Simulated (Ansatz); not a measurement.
# TeRh3: the cost of one run

Computed with Ansatz 0.2.0 (DFT PBE, scalar-relativistic, plane waves, PAW, unless a step's input says otherwise).

## (1) Starting point

Symmetry: Pm-3m, No. 221, cubic system. The conventional cell has a = 4.117 Å, b = 4.117 Å, c = 4.117 Å, α = 90.00°, β = 90.00°, γ = 90.00°. Te (site symmetry m-3m) is surrounded by 12 Rh at 2.91 Å. Around Rh (site symmetry 4/mmm) lie 4 Te at 2.91 Å and 8 Rh at 2.91 Å.

As a file:

```cif
data_structure
_symmetry_space_group_name_H-M 'Pm-3m'
_symmetry_Int_Tables_number 221
_cell_length_a 4.1169
_cell_length_b 4.1169
_cell_length_c 4.1169
_cell_angle_alpha 90.000
_cell_angle_beta 90.000
_cell_angle_gamma 90.000
_cell_volume 69.78
loop_
_atom_site_label
_atom_site_type_symbol
_atom_site_symmetry_multiplicity
_atom_site_Wyckoff_symbol
_atom_site_fract_x
_atom_site_fract_y
_atom_site_fract_z
_atom_site_occupancy
Te1 Te 1 a 0.00000 0.00000 0.00000 1
Rh1 Rh 3 c 0.00000 0.50000 0.50000 1
```

This is candidate A: Cu3Au (L1_2) type (Pm-3m, No. 221).

(A quick probe on a coarse mesh, which set the mesh and smearing, is not shown.)

## (3) Rough relaxation on the coarse mesh (candidate A)

File input.yaml:

```yaml
crystal:
  lattice:
    - [4.1168790439, 0.0, 0.0]
    - [0.0, 4.1168790439, 0.0]
    - [0.0, 0.0, 4.1168790439]
  atoms:
    - { symbol: Te, position: [0.0, 0.0, 0.0] }
    - { symbol: Rh, position: [0.0, 0.5, 0.5] }
    - { symbol: Rh, position: [0.5, 0.0, 0.5] }
    - { symbol: Rh, position: [0.5, 0.5, 0.0] }
basis:
  ecutwfc: 420
kpoints:
  mp_grid: { grid: [4, 4, 4] }
hamiltonian:
  xc: pbe
scf:
  occupations: { method: gaussian, width: 0.1 }
  lower_state_search: "off"
output:
  forces: true
  stress: true
  eigenvalues: true
relax:
  adjacent_minimum: "off"
  f_tol: 0.04
  max_steps: 70
  cell: { stress_tol: 0.4 }
```

Run with:

```console
$ ansatz run input.yaml --threads 1 --pin off --max-ram 2560MiB --backend cpu --events-out ev --progress --plain --runs-dir out
```

**Question.** How long does this run take on 1 thread of Intel Xeon 6975P-C (Granite Rapids), shared host, and how much memory does it need?

About 5 s, with a peak of 0.37 GiB.
